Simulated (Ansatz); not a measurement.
# CH5ClNSi radical: one species, many methods

One table from this session's results is given with a row withheld; the runs are named, their logs left out.

The runs use Ansatz 0.2.0, Gaussian basis; functionals in def2-TZVPP, the program's frozen cores in correlated methods.

Levels to be run: LDA (SPW92), PBE-D4, revPBE-D4, BLYP-D4, r2SCAN-D4, B97M-V, PBE0-D4, B3LYP-D4, r2SCANh-D4, r2SCAN0-D4, HSE06-D4, BHLYP-D4, CAM-B3LYP-D4, LC-ωPBE, ωB97X-V, ωB97M-V, B2PLYP, PBE-QIDH; CCSD(T)/def2-SVP; CCSD(T)/def2-TZVPP; MP2/def2-QZVPP; extrapolation to the limit; RPA on PBE.

## The geometry

All runs share one geometry, relaxed beforehand with PBE0-D4 in a triple-zeta def2 set.

SMILES `C[Si](N)Cl`, 9 atoms, charge 0, spin multiplicity 2.

Atoms are counted from 1 here; the program's logs count them from 0.

Bond lengths: C1–Si2 1.870 Å, C1–H5 1.091 Å, C1–H6 1.093 Å, C1–H7 1.094 Å, Si2–N3 1.719 Å, Si2–Cl4 2.076 Å, N3–H8 1.009 Å, N3–H9 1.008 Å. Angles: Si2–C1–H5 110.5°, Si2–C1–H6 110.4°, Si2–C1–H7 109.7°, H5–C1–H6 108.2°, H5–C1–H7 109.0°, H6–C1–H7 109.0°, C1–Si2–N3 108.4°, C1–Si2–Cl4 109.9°, N3–Si2–Cl4 106.2°, Si2–N3–H8 119.2°, Si2–N3–H9 119.8°, H8–N3–H9 111.2°.

Coordinates:

```csv
atom,x (Å),y (Å),z (Å)
C1,-0.7356,0.7422,-0.8576
Si2,0.7996,-0.1498,-0.2721
N3,0.6160,-0.5081,1.3989
Cl4,0.9677,-1.9775,-1.2419
H5,-0.6656,0.9637,-1.9236
H6,-0.8566,1.6858,-0.3192
H7,-1.6154,0.1172,-0.6810
H8,0.3196,0.2213,2.0295
H9,1.2585,-1.1408,1.8499
```

The first run:

in.yaml reads:

```yaml
crystal:
  periodic: [false, false, false]
  atoms:
    - {symbol: C, position_ang: [-0.735581, 0.742208, -0.857589]}
    - {symbol: Si, position_ang: [0.799637, -0.149837, -0.272086]}
    - {symbol: N, position_ang: [0.616045, -0.508133, 1.398880]}
    - {symbol: Cl, position_ang: [0.967735, -1.977469, -1.241867]}
    - {symbol: H, position_ang: [-0.665580, 0.963660, -1.923554]}
    - {symbol: H, position_ang: [-0.856596, 1.685778, -0.319217]}
    - {symbol: H, position_ang: [-1.615361, 0.117224, -0.681002]}
    - {symbol: H, position_ang: [0.319616, 0.221283, 2.029524]}
    - {symbol: H, position_ang: [1.258483, -1.140815, 1.849912]}
basis:
  gaussian: {orbitals: def2-TZVPP}
magnetization: {spin_polarized: true, initial_magnetization: 1}
hamiltonian: {xc: lda}
output: {orbitals: {seedname: orbitals}}
```

Launch:

```sh
$ ansatz run in.yaml --threads 4 --pin off --events-out ev --progress --plain --max-ram 10444MiB
```

Steps of the session up to this table: LDA; PBE-D4 (GGA); revPBE-D4 (GGA); BLYP-D4 (GGA); r2SCAN-D4 (meta-GGA); B97M-V (meta-GGA); B3LYP-D4 (hybrid); r2SCANh-D4 (hybrid); r2SCAN0-D4 (hybrid); HSE06-D4 (hybrid); BHLYP-D4 (hybrid); CAM-B3LYP-D4 (range-separated); LC-ωPBE (range-separated); ωB97X-V (range-separated); ωB97M-V (range-separated); B2PLYP (double hybrid); PBE-QIDH (double hybrid).

One table of the session follows, with a row left open; its other results are not shown here.

It belongs to the step «Frontier levels by functional». 

```
  functional  HOMO (eV)  LUMO (eV)  gap (eV)
 LDA (SPW92)      -4.22      -3.11      1.11
      PBE-D4      -4.24      -2.69      1.55
   revPBE-D4      -4.21      -2.55      1.66
     BLYP-D4      -4.06      -2.74      1.32
   r2SCAN-D4      -4.59      -2.21      2.38
      B97M-V      -4.30      -2.74      1.55
     PBE0-D4      -5.42      -1.79      3.63
    B3LYP-D4      -5.16      -2.21      2.95
  r2SCANh-D4      -5.02      -1.91      3.11
  r2SCAN0-D4      -5.68      -1.48      4.20
    HSE06-D4      -5.02      -2.17      2.85
    BHLYP-D4      -6.46      -1.04      5.42
CAM-B3LYP-D4          ?          ?         ?
     LC-ωPBE      -8.08       0.48      8.56
     ωB97X-V      -7.58      -0.08      7.50
     ωB97M-V      -7.19      -0.25      6.95
```

Q: Estimate the row for CAM-B3LYP-D4 from the others.

As computed: HOMO (eV): -6.67; LUMO (eV): -0.95; gap (eV): 5.72. In the column «HOMO (eV)» it lies between ωB97M-V (-7.19) and BHLYP-D4 (-6.46).
